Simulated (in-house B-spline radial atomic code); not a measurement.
**Pt⁹⁺: ionisation energy by several methods**

How far do functionals differ on the ionisation energy of Pt⁹⁺? Each run solves Pt⁹⁺ and then the next ion ([Xe] 4f14).

The numbers are computed with in-house B-spline radial atomic code version 1 (scalar-relativistic (X2C), several functionals, spin-polarised; spherical all-electron atom at the radial basis limit), except any that are marked as measured or tabulated.

## (1) Starting point

- element: platinum (Z = 78)
- charge: +9
- electrons: 69
- configuration: [Xe] 4f14 5d1
- nucleus: Fermi, rms radius 5.427 fm

Outer shells as boxes (Hund's rule):

[Xe] 4f14 5d1
```
[Xe] core
4f [↑↓][↑↓][↑↓][↑↓][↑↓][↑↓][↑↓]
5d [↑ ][  ][  ][  ][  ]
```

Where spins are not typed, each open shell is filled with up spins first.

## (2) M06-L, a meta-GGA

Input settings:

```ini
Z = 78
electrons = 69.0
configuration = [Xe] 4f14 5d1
hamiltonian = x2c
method = m06l
spin_polarised = True
nucleus = fermi
rms_radius = 5.427
mass_number = 195
atomic_mass = 194.964794325
speed_of_light = 137.035999084
```

## (3) revTPSS, a meta-GGA

The settings differ from step 2 so:

```diff
@@ -4,3 +4,3 @@
 hamiltonian = x2c
-method = m06l
+method = revtpss,revtpss
 spin_polarised = True
```

## (4) LDA (PW92)

The settings differ from step 3 so:

```diff
@@ -4,3 +4,3 @@
 hamiltonian = x2c
-method = revtpss,revtpss
+method = lda,pw
 spin_polarised = True
```

## (5) BP86, a GGA

The settings differ from step 4 so:

```diff
@@ -4,3 +4,3 @@
 hamiltonian = x2c
-method = lda,pw
+method = b88,p86
 spin_polarised = True
```

## (6) r2SCAN, a meta-GGA

The settings differ from step 5 so:

```diff
@@ -4,3 +4,3 @@
 hamiltonian = x2c
-method = b88,p86
+method = r2scan
 spin_polarised = True
```

Q: The tabulated ionisation energy is 144.9 ± 1.1 eV (semi-empirical; NIST Atomic Spectra Database). What does each method give, and which comes nearest?

As calculated:

| method | rung | total energy (hartree) | ΔSCF (eV) | −ε highest (eV) | ΔSCF less tabulated (eV) |
| --- | --- | --- | --- | --- | --- |
| LDA (PW92) | LDA | -18383.6707 | 144.01 | 135.19 (5d up) | -0.89 |
| BP86 | GGA | -18397.3490 | 143.69 | 134.93 (5d up) | -1.21 |
| M06-L | meta-GGA | -18394.7093 | 142.61 | 133.94 (5d up) | -2.29 |
| revTPSS | meta-GGA | -18392.7770 | 143.50 | 134.77 (5d up) | -1.40 |
| r2SCAN | meta-GGA | -18395.1982 | 143.22 | 134.69 (5d up) | -1.68 |

What this shows: Tables give 144.9 ± 1.1 eV (semi-empirical; NIST Atomic Spectra Database) for the ionisation energy. LDA (PW92) misses by -0.89 eV, the least, and M06-L by -2.29 eV (1.6 %), the most. Mean absolute error by rung (exchange-only levels left out): LDA 0.89 eV, GGA 1.21 eV, meta-GGA 1.79 eV. Relativistic terms that these runs lack can be as large as the gaps between close methods, so the nearest may be so by luck. Spin-orbit coupling is left out. Open shells are averaged (over orientations, and over spins where the run is restricted), while tables refer to the lowest levels. For the semilocal functionals minus the highest level recovers only 94 % of their own ΔSCF value, a mark of self-interaction.
